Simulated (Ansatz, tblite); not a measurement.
**The cluster B6H2: one state, many levels**

Aim: run the singlet of the cluster B6H2 at one geometry on many levels, and compare frontier levels, spin and run time.

Computed with Ansatz 0.2.0, Gaussian basis. Level: as each input shows.

The runs, in order: GFN1-xTB, GFN2-xTB, PBE-D4/def2-TZVP, r2SCAN-D4/def2-TZVP, r2SCANh-D4/def2-TZVP, revPBE-D4/def2-TZVP, HF/def2-TZVP, PBE-QIDH/def2-TZVP, HSE06-D4/def2-TZVP, BLYP-D4/def2-TZVP, B97M-V/def2-TZVP, PBE-D4/def2-SVP, PBE0-D4/def2-SVP, HF/STO-3G, HF/6-31G, B3LYP-D4/6-31G, PBE0-D4/def2-TZVPD, PBE-D4/def2-TZVPD, r2SCAN-D4/def2-TZVPD, CCSD(T)/def2-TZVPP, MP2/def2-TZVP, RPA/def2-TZVP.

1 further run of the same task is left out (it didn't finish). Runs told in other sessions of the task aren't counted.

## Step 1: The structure

The singlet was relaxed beforehand with PBE0-D4/def2-SVP. At that level it is the lowest of the isomers that a small search found.

8 atoms, charge 0, spin multiplicity 1.

Bond lengths: B1–B2 1.690 Å, B1–B5 1.617 Å, B1–H7 1.195 Å, B2–B4 1.563 Å, B2–B5 1.758 Å, B2–B6 1.755 Å, B3–B4 1.617 Å, B3–B6 1.690 Å, B3–H8 1.195 Å, B4–B6 1.758 Å, B5–B6 1.563 Å. Angles: B2–B1–B5 64.2°, B2–B1–H7 141.6°, B5–B1–H7 154.2°, B1–B2–B4 172.4°, B1–B2–B5 55.9°, B1–B2–B6 108.7°, B4–B2–B5 116.5°, B4–B2–B6 63.7°, B5–B2–B6 52.8°, B4–B3–B6 64.2°, B4–B3–H8 154.2°, B6–B3–H8 141.6°, B2–B4–B3 123.4°, B2–B4–B6 63.5°, B3–B4–B6 59.9°, B1–B5–B2 59.9°, B1–B5–B6 123.4°, B2–B5–B6 63.5° and more.

Coordinates:

```mol
B6H2
  3D, bonds by distance, orders not assigned

  8 11  0  0  0  0  0  0  0  0999 V2000
    1.0676    1.1129    1.4835 B   0  0
    0.1257    0.8626    0.1025 B   0  0
   -1.0677   -1.1129   -1.4834 B   0  0
   -0.7297    0.4285   -1.1320 B   0  0
    0.7295   -0.4285    1.1322 B   0  0
   -0.1253   -0.8626   -0.1028 B   0  0
    1.5620    1.9844    2.1341 H   0  0
   -1.5621   -1.9844   -2.1340 H   0  0
  1  2  8  0
  1  5  8  0
  1  7  8  0
  2  4  8  0
  2  5  8  0
  2  6  8  0
  3  4  8  0
  3  6  8  0
  3  8  8  0
  4  6  8  0
  5  6  8  0
M  END
```

PBE0-D4/def2-TZVP was run before; its log isn't repeated, and its numbers join the tables.

## Step 2: GFN1-xTB

Tight binding, by tblite at 300 K electronic temperature and without a spin-polarisation term:

```python
tblite.interface.Calculator('GFN1-xTB', numbers, positions, charge=0, uhf=0).singlepoint()
```

Energy -254.6170 eV, HOMO -9.75 eV, LUMO -9.29 eV; 0.003 s.

## Step 3: GFN2-xTB

Tight binding, by tblite at 300 K electronic temperature and without a spin-polarisation term:

```python
tblite.interface.Calculator('GFN2-xTB', numbers, positions, charge=0, uhf=0).singlepoint()
```

Energy -222.0122 eV, HOMO -7.84 eV, LUMO -7.18 eV; 0.003 s.

## Step 4: PBE-D4/def2-TZVP

start.molden holds the orbitals of an earlier run on this state, given as this run's starting guess.

Contents of in.yaml:

```yaml
crystal:
  periodic: [false, false, false]
  atoms:
    - {symbol: B, position_ang: [1.067577, 1.112881, 1.483485]}
    - {symbol: B, position_ang: [0.125745, 0.862565, 0.102461]}
    - {symbol: B, position_ang: [-1.067686, -1.112871, -1.483432]}
    - {symbol: B, position_ang: [-0.729737, 0.428499, -1.132031]}
    - {symbol: B, position_ang: [0.729519, -0.428483, 1.132182]}
    - {symbol: B, position_ang: [-0.125325, -0.862576, -0.102756]}
    - {symbol: H, position_ang: [1.561953, 1.984361, 2.134104]}
    - {symbol: H, position_ang: [-1.562056, -1.984376, -2.134012]}
basis:
  gaussian: {orbitals: def2-TZVP, initial_orbitals: start.molden}
hamiltonian: {xc: pbe, dispersion: d4}
scf: {omitted_lower_state_checks: [starts]}
output: {forces: true, orbitals: {seedname: orbitals}}
```

On the command line:

```
$ ansatz run in.yaml --threads 4 --pin off --events-out ev --progress --plain --max-ram 3916MiB
```

Further steps of the session: r2SCAN-D4/def2-TZVP; r2SCANh-D4/def2-TZVP; revPBE-D4/def2-TZVP; HF/def2-TZVP; PBE-QIDH/def2-TZVP; HSE06-D4/def2-TZVP; BLYP-D4/def2-TZVP; B97M-V/def2-TZVP; PBE-D4/def2-SVP; PBE0-D4/def2-SVP; HF/STO-3G; HF/6-31G; B3LYP-D4/6-31G; PBE0-D4/def2-TZVPD; PBE-D4/def2-TZVPD; r2SCAN-D4/def2-TZVPD; CCSD(T)/def2-TZVPP; MP2/def2-TZVP; RPA/def2-TZVP.

Before running them: what should the planned runs give, taken together? Wanted: gap in def2-TZVP, named functionals and Hartree-Fock, smallest and largest; correlation energy, CCSD(T)/def2-TZVPP; correlation energy, MP2/def2-TZVP; binding an atom, CCSD(T)/def2-TZVPP; PBE0 total energy, smallest basis above largest.

As calculated:

| quantity | value |
| --- | --- |
| gap in def2-TZVP, named functionals and Hartree-Fock, smallest and largest | 0.86 eV (PBE-D4), 7.97 eV (HF) |
| correlation energy, CCSD(T)/def2-TZVPP | -17.20 eV |
| correlation energy, MP2/def2-TZVP | -15.26 eV |
| binding an atom, CCSD(T)/def2-TZVPP | 3.920 eV |
| PBE0 total energy, smallest basis above largest | 4.21 eV (def2-SVP, def2-TZVPD) |

What this shows: Orbital gaps of the named functionals and Hartree-Fock in def2-TZVP span 0.86 eV (PBE-D4) to 7.97 eV (HF); exact exchange widens it. A small miss in a minimal or small basis is a cancelling of errors, not accuracy. The functionals in def2-TZVP miss CCSD(T)/def2-TZVPP by +0.175 (BLYP-D4) to +0.399 eV (PBE-D4) an atom. CCSD(T)/def2-TZVPP isn't at the basis-set limit; small misses against it rank nothing.
